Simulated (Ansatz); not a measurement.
# S on Ir (Iridium) (111)

The task here is to estimate one member of a computed series from the others.

The COD entry's cell or inner coordinates are ideal or old and differ from later refinements, so a difference from it is no clean test against experiment.

Program: Ansatz 0.2.0. Level of theory: DFT PBE+D3(BJ), scalar-relativistic, plane waves, PAW. These are calculated values, not measurements.

## Starting point

Symmetry: Fm-3m, No. 225, cubic system. The conventional cell has a = 3.841 Å, b = 3.841 Å, c = 3.841 Å, α = 90.00°, β = 90.00°, γ = 90.00°. Ir (site symmetry m-3m) has 12 Ir at 2.72 Å as nearest neighbours.

Coordinates:

```xyz
1
Lattice="0.0000 1.9203 1.9203 1.9203 0.0000 1.9203 1.9203 1.9203 0.0000" Properties=species:S:1:pos:R:3 pbc="T T T"
Ir    0.0000    0.0000    0.0000
```

This cell was relaxed beforehand with the same method: volume 14.16 Å³/atom, gap on the mesh none (metal).

A (111) slab, 6.7 Å thick as cut, with 17 Å of vacuum; its outer planes are Ir (top) and Ir (bottom).

The slab as cut. Its planes from the bottom up:

| plane | atoms per cell | height over the lowest (Å) |
| --- | --- | --- |
| 1 | Ir3 | 0.00 |
| 2 | Ir3 | 2.22 |
| 3 | Ir3 | 4.43 |
| 4 | Ir3 | 6.65 |

The first run:

Miller indices refer to the conventional cell of the relaxed bulk, Fm-3m (No. 225): a = 3.841 Å, b = 3.841 Å, c = 3.841 Å, α = 90.00°, β = 90.00°, γ = 90.00°.

Input file input.yaml:

```yaml
crystal:
  lattice:
    - [4.7036899471, 0.0, 0.0]
    - [-2.3518449735, 4.0735149857, 0.0]
    - [0.0, 0.0, 23.6520221164]
  atoms:
    - { symbol: Ir, position: [0.0, 0.3333333333, 0.3593773064] }
    - { symbol: Ir, position: [0.3333333333, 0.0, 0.3593773064] }
    - { symbol: Ir, position: [0.6666666667, 0.6666666667, 0.3593773064] }
    - { symbol: Ir, position: [0.3333333333, 0.3333333333, 0.4531257688] }
    - { symbol: Ir, position: [0.6666666667, 0.0, 0.4531257688] }
    - { symbol: Ir, position: [0.0, 0.6666666667, 0.4531257688] }
    - { symbol: Ir, position: [0.6666666667, 0.3333333333, 0.5468742312] }
    - { symbol: Ir, position: [0.0, 0.0, 0.5468742312] }
    - { symbol: Ir, position: [0.3333333333, 0.6666666667, 0.5468742312] }
    - { symbol: Ir, position: [0.0, 0.3333333333, 0.6406226936] }
    - { symbol: Ir, position: [0.3333333333, 0.0, 0.6406226936] }
    - { symbol: Ir, position: [0.6666666667, 0.6666666667, 0.6406226936] }
basis:
  ecutwfc: 420
kpoints:
  mp_grid: { grid: [6, 6, 1] }
hamiltonian:
  xc: pbe
  dispersion: d3bj
scf:
  occupations: { method: gaussian, width: 0.1 }
output:
  forces: true
  eigenvalues: true
relax:
  adjacent_minimum: "off"
  f_tol: 0.03
  max_steps: 70
  constraints: [{ sites: [0, 1, 2, 3, 4, 5] }]
efield:
  axis: 3
  dipole_correction: true
```

Run with:

```sh
> ansatz run input.yaml --threads 4 --pin off --max-ram 10240MiB --backend cpu --events-out ev --progress --plain --runs-dir out
```

Among the steps run: The clean surface, relaxed; S put at a top (Ir) site; S at the hollow (nearest Ir) site; S put at a bridge (Ir-Ir) site; S at the hollow over Ir site.

One table of the session follows, with a row left open; its other results are not shown here.

```
                              start  E_ads (eV)  height (Å)  Δφ, top (eV)  Δ dipole (e·Å)
           top (Ir) at (0.33, 0.00)           ?           ?             ?               ?
hollow (nearest Ir) at (0.00, 0.67)       -5.66        1.70         -0.46          +0.056
     bridge (Ir-Ir) at (0.00, 0.83)       -5.66        1.69         -0.46          +0.056
     hollow over Ir at (0.67, 0.33)       -5.58        1.71         -0.40          +0.054
```

Estimate the missing values for top (Ir) at (0.33, 0.00).

**Answer.** E_ads (eV): -3.62; height (Å): 2.15; Δφ, top (eV): +0.13; Δ dipole (e·Å): -0.005. In the column «E_ads (eV)» it is the highest.

To keep in mind: A start on a symmetric site keeps its symmetry, so an end may be a saddle point and not a minimum. Spin-orbit coupling is left out for Ir. Warnings in the runs' records: xc potential rough in thin density.
